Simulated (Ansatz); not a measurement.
**MgGeSb2: the cell at several levels of theory**

Cell and atoms of an ordered 4-atom cell of MgGeSb2 on the zincblende lattice (P-4m2) are relaxed in turn with PBE, r2SCAN, PBEsol, LDA and HSE06. This is a trial cell built on a prototype, not taken from a measured structure, and it needn't be the compound's ground state.

Program: Ansatz 0.2.0. PAW datasets, plane waves, zero pressure. Values at 0 K without nuclear motion; spin polarisation is off, and the phase may be a hypothetical one.

## 1. The cell

Space group P-4m2 (No. 115), tetragonal; a = 4.344 Å, c = 6.143 Å in the conventional setting, 28.97 Å³ an atom. Near Mg stand 4 Sb at 2.66 Å; near Sb stand 2 Mg at 2.66 Å and 2 Ge at 2.66 Å; near Ge stand 4 Sb at 2.66 Å.

As a file:

```
Mg Sb Ge
1.0
     4.34360    0.00000    0.00000
     0.00000    4.34360    0.00000
     0.00000    0.00000    6.14278
Mg Sb Ge
1 2 1
Cartesian
  0.0000 0.0000 0.0000
  0.0000 2.1718 1.5357
  2.1718 0.0000 4.6071
  2.1718 2.1718 3.0714
```

## 2. Relaxing with PBE

The input, input.yaml:

```yaml
crystal:
  lattice:
    - [4.3435985112, 0.0, 0.0]
    - [0.0, 4.3435985112, 0.0]
    - [0.0, 0.0, 6.1427759241]
  atoms:
    - { symbol: Mg, position: [0.0, 0.0, 0.0] }
    - { symbol: Sb, position: [0.0, 0.5, 0.25] }
    - { symbol: Ge, position: [0.5, 0.5, 0.5] }
    - { symbol: Sb, position: [0.5, 0.0, 0.75] }
kpoints:
  mp_grid: { grid: [6, 6, 4] }
hamiltonian:
  xc: pbe
scf:
  occupations: { method: fermi_dirac, width: 0.02 }
relax:
  f_tol: 0.005
  cell: {}
```

Further steps of the session: Relaxing with r2SCAN; Relaxation with PBEsol; LDA: cell and atoms; Relaxation with HSE06.

Before running it: what results should come out? Wanted: for each run, a; c; volume; space group; SCF geometries.

As calculated:

```
 level  a (Å)  c (Å)  volume (Å³/atom)  space group  SCF geometries
   PBE  4.466  6.511            32.466        P-4m2               6
r2SCAN  4.402  6.495            31.471        P-4m2               6
PBEsol  4.390  6.464            31.146        P-4m2               6
   LDA  4.349  6.394            30.234        P-4m2               6
 HSE06  4.418  6.484            31.634        P-4m2               5
```

The first relaxation changed the volume by +12.1 % from the start. The volume runs from LDA (least) to PBE (most), a spread of 7.4 %, or 2.4 % in length if all axes shared it alike. The meshes differ: PBE 6×6×4, r2SCAN 6×6×4, PBEsol 6×6×4, LDA 6×6×4, HSE06 4×4×2.
